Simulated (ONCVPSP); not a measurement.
**An ONCV potential for strontium, from input to tests**

Aim: build the potential from the settings below, then test how well it stands in for the atom: other configurations, scattering, ghost states and the plane-wave cutoff that it needs.

Method: ONCVPSP 4.0.1, LDA (Perdew-Wang 92), scalar-relativistic.

## 1. The design

Typed settings, in words:

* element: strontium (Sr, Z = 38)
* type: optimised norm-conserving Vanderbilt (ONCV)
* frozen core: [Ar] 3d10
* valence charge: 10
* reference configuration: 4s2 4p6 5s2
* partial waves: 4s+5s: rc 2.30 bohr, ncon 4, nbas 8, qcut 5 1/bohr, 3 projectors, debl 1.4 Ha; 4p: rc 1.85 bohr, ncon 4, nbas 7, qcut 7.5 1/bohr, 3 projectors, debl 3.9 Ha; d scattering state at 0.11 Ha: rc 2.15 bohr, ncon 4, nbas 9, qcut 5 1/bohr, 1 projector; f scattering state at 0.09 Ha: rc 1.85 bohr, ncon 3, nbas 6, qcut 5.7 1/bohr, 3 projectors, debl 1.9 Ha
* local potential: polynomial inside 1.20 bohr (lpopt 5, dvloc0 0 Ha)
* core correction: Teter function, fcfact 1.75, rcfact 1.45

The outer shells as boxes (Hund's rule for the drawing; the calculation is spin-unpolarised):

```
[Ar] core
3d [↑↓][↑↓][↑↓][↑↓][↑↓]
4s [↑↓]
4p [↑↓][↑↓][↑↓]
5s [↑↓]
```

The nodes and maxima of the atom's own shells, from an earlier all-electron run, set the scale for the radii.

All-electron outer shells of the reference configuration (LDA (PZ), scalar-relativistic, ld1.x):

| shell | level (eV) | outermost node (bohr) | outermost maximum (bohr) |
| --- | --- | --- | --- |
| 4s | -40.91 | 0.59 | 1.19 |
| 4p | -22.85 | 0.61 | 1.32 |
| 5s | -3.64 | 1.65 | 3.62 |
| 4d | -1.41 | 0.65 | 2.14 |
| 5p | -1.32 | 1.96 | 4.83 |

## 2. Generation

File Sr.dat:

```
# ATOM AND REFERENCE CONFIGURATION
# atsym  z   nc   nv     iexc    psfile
  Sr 38.00    6    3  -001012      upf
#
#   n    l    f
    1    0    2.00
    2    0    2.00
    2    1    6.00
    3    0    2.00
    3    1    6.00
    3    2   10.00
    4    0    2.00
    4    1    6.00
    5    0    2.00
#
# PSEUDOPOTENTIAL AND OPTIMIZATION
# lmax
    3
#
#   l,   rc,      ep,       ncon, nbas, qcut
    0    2.30    0.00    4    8    5.00
    1    1.85    0.00    4    7    7.50
    2    2.15    0.11    4    9    5.00
    3    1.85    0.09    3    6    5.70
#
# LOCAL POTENTIAL
# lloc, lpopt,  rc(5),   dvloc0
    4    5    1.20    0.00
#
# VANDERBILT-KLEINMAN-BYLANDER PROJECTORs
# l, nproj, debl
    0    3    1.40
    1    3    3.90
    2    1    2.80
    3    3    1.90
#
# MODEL CORE CHARGE
# icmod, fcfact, rcfact
    3    1.75    1.45
#
# LOG DERIVATIVE ANALYSIS
# epsh1, epsh2, depsh
   -3.00    5.00    0.02
#
# OUTPUT GRID
# rlmax, drl
    6.00    0.01
#
# TEST CONFIGURATIONS
# ncnf
    4
# nvcnf
#   n    l    f
    3
    4    0    2.00
    4    1    6.00
    5    0    1.00
#
    3
    4    0    2.00
    4    1    6.00
    5    0    0.00
#
    3
    4    0    2.00
    4    1    6.00
    5    0    1.50
#
    4
    4    0    2.00
    4    1    6.00
    5    0    0.00
    5    1    2.00
#
```

Command:

```sh
oncvpsp.x < Sr.dat > Sr.out
```

Q: Predict the outcome of this session. Wanted: cutoffs for 1 and 0.1 mHa per electron, occupied waves; bound ghosts; GHOST(+) flags; largest test error; largest phase difference near zero energy, channels read; rms error of d²Exc/dn², without and with the model core; projector energies reset by the program.

The runs gave:

```
                                                quantity                                                  value
  cutoffs for 1 and 0.1 mHa per electron, occupied waves                                        16 Ha and 21 Ha
                                            bound ghosts                                             none found
                                          GHOST(+) flags  s at 157 eV (1 near or above the test basis's cutoff)
                            largest test error (AE − PS)                              -4.0 meV, for 4s2 4p6 5s0
largest phase difference near zero energy, channels read                                              0.001 rad
 rms error of d²Exc/dn², without and with the model core                                      4.76 and 1.39 mHa
                 projector energies reset by the program                                            d: 0.050 Ha
```

**Reading.** By total energies transferability is very good: the largest error is 4.0 meV on 17.2 eV, for 4s2 4p6 5s0. It counts as soft on the atom at that tolerance, with 16 Ha needed at the looser tolerance. At the looser tolerance the 4p wave is the slowest; 4s needs 8 Ha. It is free of bound ghosts as far as tested. Near zero energy the phases of the channels with partial waves agree within 0.001 rad. The program also flags highly localised states, GHOST(+) (s).
